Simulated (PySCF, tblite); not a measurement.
# C3H15NOSi3: geometry, infrared bands and NMR shifts

What infrared bands and NMR shifts should C3H15NOSi3 (`CC[SiH2][Si@](C)(O)[SiH2]N`) show?

Computed with tblite 0.8.0 and PySCF 2.14.0, with density-fitted response routines of our own, on a single molecule in the gas phase. Atoms are numbered from 0 throughout.

## (1) The molecule as given

23 atoms, charge 0, multiplicity 1; geometry from: force field or distance geometry start.

Bonds of the start (Å): C0–C1 1.52, C1–Si2 1.87, Si2–Si3 2.25, Si3–C4 1.89, Si3–O5 1.72, Si3–Si6 2.21, Si6–N7 1.79, C0–H8 1.12, C0–H9 1.10, C0–H10 1.11, C1–H11 1.11, C1–H12 1.10, Si2–H13 1.47, Si2–H14 1.47, C4–H15 1.10, C4–H16 1.11, C4–H17 1.10, O5–H18 0.97, Si6–H19 1.47, Si6–H20 1.47, N7–H21 1.05, N7–H22 1.06.

## (2) Optimising the geometry with GFN2-xTB

The job: settings as JSON, then the geometry in Å.

```
{"job": {"kind": "relax", "xc": "GFN2-xTB", "basis": "xTB"}, "charge": 0, "multiplicity": 1}
C      3.224600     0.811700    -0.424800
C      1.859700     1.399700    -0.107800
Si     0.950500     0.115800     0.901900
Si    -0.553800    -0.858800    -0.457200
C     -1.105900    -2.407200     0.473000
O      0.294600    -1.267900    -1.894900
Si    -2.320000     0.418000    -0.847400
N     -2.753700     1.253900     0.677700
H      3.343300     0.584700    -1.510700
H      3.300300    -0.141300     0.123300
H      4.020700     1.500600    -0.078800
H      1.919600     2.311500     0.525200
H      1.305300     1.609500    -1.033600
H      1.913300    -0.950400     1.233000
H      0.324800     0.682900     2.106000
H     -1.781900    -2.972800    -0.179700
H     -1.654900    -2.099400     1.388000
H     -0.225100    -3.013000     0.738300
H     -0.343700    -1.423100    -2.612400
H     -3.449100    -0.387300    -1.332000
H     -2.044500     1.419700    -1.882700
H     -3.771600     1.173200     0.904200
H     -2.457400     2.266900     0.660700
```

Command:

```sh
$ OMP_NUM_THREADS=1 python probes_run.py task.json out
```

The driver reads the jobs from task.json and runs them one after another.

**Question.** This job is followed by: GFN2-xTB harmonic vibrations, gas phase; GIAO PBE0/pcSseg-1 NMR shielding, non-relativistic, gas phase. Predict these results of the whole session: strongest single infrared mode (GFN2-xTB); zero-point energy (GFN2-xTB); ¹³C shifts against TMS (PBE0/pcSseg-1); ¹H shifts against TMS (PBE0/pcSseg-1, means over atoms taken as alike); ²⁹Si shifts against TMS (PBE0/pcSseg-1); ¹⁷O shifts against H2O (PBE0/pcSseg-1); ¹⁵N shifts against NH3 (PBE0/pcSseg-1); surface potential, 1st and 99th percentile.

**Answer**, as computed:

```
                                                              quantity                                                            value
                             strongest single infrared mode (GFN2-xTB)                                            2074 cm⁻¹, 423 km/mol
                                          zero-point energy (GFN2-xTB)                                                   109.0 kcal/mol
                                ¹³C shifts against TMS (PBE0/pcSseg-1)                                               14.1, 6.1, 5.4 ppm
¹H shifts against TMS (PBE0/pcSseg-1, means over atoms taken as alike)  5.19, 4.90, 4.04, 3.87, 1.37, 1.06, 0.73, 0.55, 0.13, -0.46 ppm
                               ²⁹Si shifts against TMS (PBE0/pcSseg-1)                                           12.8, -57.0, -70.8 ppm
                                ¹⁷O shifts against H2O (PBE0/pcSseg-1)                                                         17.3 ppm
                                ¹⁵N shifts against NH3 (PBE0/pcSseg-1)                                                         -2.3 ppm
                                 surface potential, 1st and 99th percentile                                               -1.30 V and 2.07 V
```

In words: Relaxing lowered the energy by 1.132 eV in 262 steps; the close pair that moved most is Si3–Si6, from 2.214 to 2.323 Å. No mode is imaginary among the 63: a minimum at this level. The strongest single mode, at 2074 cm⁻¹, moves mainly H20. Unscaled tight-binding wavenumbers are off by several per cent, some by more. Its intensities can rank the bands wrongly. By nearest atom (PBE0/pcSseg-1), the HOMO sits on N7 34 %; H20 15 % and the LUMO on Si3 20 %; Si6 13 %.
